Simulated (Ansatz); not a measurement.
# Rh (Rhodium): the cost of one run

Method: DFT PBEsol, scalar-relativistic, plane waves, PAW, in Ansatz 0.2.0.

The COD entry's cell or inner coordinates are ideal or old and differ from later refinements, so a difference from it is no clean test against experiment.

2 further runs of the same task are left out: 2 set aside as unsound or not needed.

## Step 1: The structure to begin with

It takes space group Fm-3m (No. 225, cubic). Conventional cell: a = 3.830 Å, b = 3.830 Å, c = 3.830 Å, α = 90.00°, β = 90.00°, γ = 90.00°. Rh (site symmetry m-3m) has 12 Rh at 2.71 Å as nearest neighbours.

As a file:

```xyz
1
Lattice="0.0000 1.9150 1.9150 1.9150 0.0000 1.9150 1.9150 1.9150 0.0000" Properties=species:S:1:pos:R:3 pbc="T T T"
Rh    0.0000    0.0000    0.0000
```

It is the result of an earlier relaxation at this level (volume 14.05 Å³/atom; gap on the mesh: none (metal)).

## Step 2: Bulk reference on the slab's mesh

File input.yaml:

```yaml
crystal:
  lattice:
    - [2.6728495603, 0.0, 0.0]
    - [-1.3364247801, 2.3147556197, 0.0]
    - [1.3364247801, 0.7715852066, 2.1823725273]
  atoms:
    - { symbol: Rh, position: [0.0, 0.0, 0.0] }
basis:
  ecutwfc: 420
kpoints:
  mp_grid: { grid: [15, 15, 16] }
hamiltonian:
  xc: pbesol
scf:
  occupations: { method: gaussian, width: 0.1 }
output:
  forces: true
  stress: true
  eigenvalues: true
```

Command:

```
ansatz run input.yaml --threads 1 --pin off --max-ram 2560MiB --backend cpu --events-out ev --progress --plain --runs-dir out
```

**Question.** How long does this run take on 1 thread of Intel Xeon Platinum 8488C (Sapphire Rapids), shared host, and how much memory does it need?

About 5.5 s, with a peak of 0.49 GiB.
